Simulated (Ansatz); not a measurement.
This script drives Ansatz 0.2.0, Python API.

Script `spin_c2h4b2.py`:
```python
# -*- coding: utf-8 -*-
'''Vertical spin-state energies of C2H4B2.'''

import ansatz as az

geometry = (
    az.Crystal.molecule()
    .atom('B', (-0.6149, 1.3983, -0.5419))
    .atom('B', (-0.0223, 0.0151, -0.0135))
    .atom('C', (0.9679, -0.7564, 0.7391))
    .atom('C', (0.0611, -1.4606, 0.0782))
    .atom('H', (-1.6269, 1.4261, -1.2513))
    .atom('H', (-0.1575, 2.4847, -0.2607))
    .atom('H', (1.9136, -0.7612, 1.3817))
    .atom('H', (-0.4289, -2.403, -0.1874))
)

calculation = (
    geometry.calculation()
    .basis(gaussian='def2-SVPD')
    .functional('r2SCAN')
)
found = {}
for unpaired in [0, 2]:
    r = calculation.spin('collinear', total=unpaired).run(threads=1, pin='off').report
    s = unpaired / 2
    found[unpaired] = r['free_energy_ev']
    print(f'2S+1 = {unpaired + 1}: E = {found[unpaired]:.5f} eV, <S^2> = {abs(r["mean_field"]["state"]["spin_squared"]):.3f} (pure state {s * (s + 1):.2f})')
lowest = min(found, key=found.get)
for unpaired, e in found.items():
    print(f'multiplicity {unpaired + 1}: {23.060548 * (e - found[lowest]):.1f} kcal/mol above the lowest')
```

It is started by `python spin_c2h4b2.py`. How long does it take on 1 thread of Arm Neoverse V1 (shared host), and how much memory does it need?

It took about 33 s, with a peak of 0.3 GiB, for 2 runs of the engine.

Running `python spin_c2h4b2.py` prints:
```text
2S+1 = 1: E = -3483.36148 eV, <S^2> = 0.000 (pure state 0.00)
2S+1 = 3: E = -3480.85849 eV, <S^2> = 2.006 (pure state 2.00)
multiplicity 1: 0.0 kcal/mol above the lowest
multiplicity 3: 57.7 kcal/mol above the lowest
```

In order: multiplicity 1 (+0.00 eV) and multiplicity 3 (+2.50 eV), all at the one geometry.

Total energies depend on the basis set; only differences at equal settings carry meaning. The geometry is a force-field or estimated start, not a minimum of this method, and the basis set is short of its limit. All parts are taken at fixed geometry, without zero-point energy.
